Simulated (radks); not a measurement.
**Bi⁴⁺ in [Xe] 4f14 5d10 6p1: an all-electron calculation**

What are the levels of the bismuth ion Bi4+, how large are its shells, and how does its energy divide?

Method: scalar-relativistic Kohn-Sham, SCAN, spin-polarised, spherical densities, finite nucleus; open shells are filled with parallel spins first. Code: radks (a radial shooting solver on a logarithmic mesh, Libxc functionals) version 1.

## 1. The atom as given

| Property | Result |
| --- | --- |
| element | bismuth (Z = 83) |
| charge | +4 |
| electrons | 79 |
| configuration | [Xe] 4f14 5d10 6p1 |
| nuclear rms radius | 5.5211 fm |

Outer shells as boxes (Hund's rule):

Bi⁴⁺
```
[Xe] core
4f [↑↓][↑↓][↑↓][↑↓][↑↓][↑↓][↑↓]
5d [↑↓][↑↓][↑↓][↑↓][↑↓]
6p [↑ ][  ][  ]
```

## 2. The calculation

Settings of this run:

```text
Z 83
configuration [Xe] 4f14 5d10 6p1
relativity scalar-relativistic
functional scan,scan
spin polarised
nucleus finite rms 5.5211 fm
c 137.035999084
```

Run with:

```sh
python run_ks.py task.json out
```

All runs below come from this command, one after another.

Q: Predict the outcome of this run.

As calculated:

```
                        quantity                   value
                    total energy     -21523.6835 hartree
exchange-correlation share of it                  1.83 %
                            −T/E                  1.1335
          highest occupied level       6p up, -38.756 eV
    most extended occupied level  6p up, <r> = 2.33 bohr
 radius at density 0.001 e/bohr³               3.49 bohr
    maxima of the radial density                       4
```

**Reading.** 6 principal shells are occupied and 4 maxima appear in the radial density; where shells overlap, one shows as a shoulder or not at all. −T/E is 1.133: with relativity the kinetic term as defined here no longer equals −E. This is not the tabulated ground configuration, so its levels and sizes aren't those of the ground state, and no measured value stands beside it.
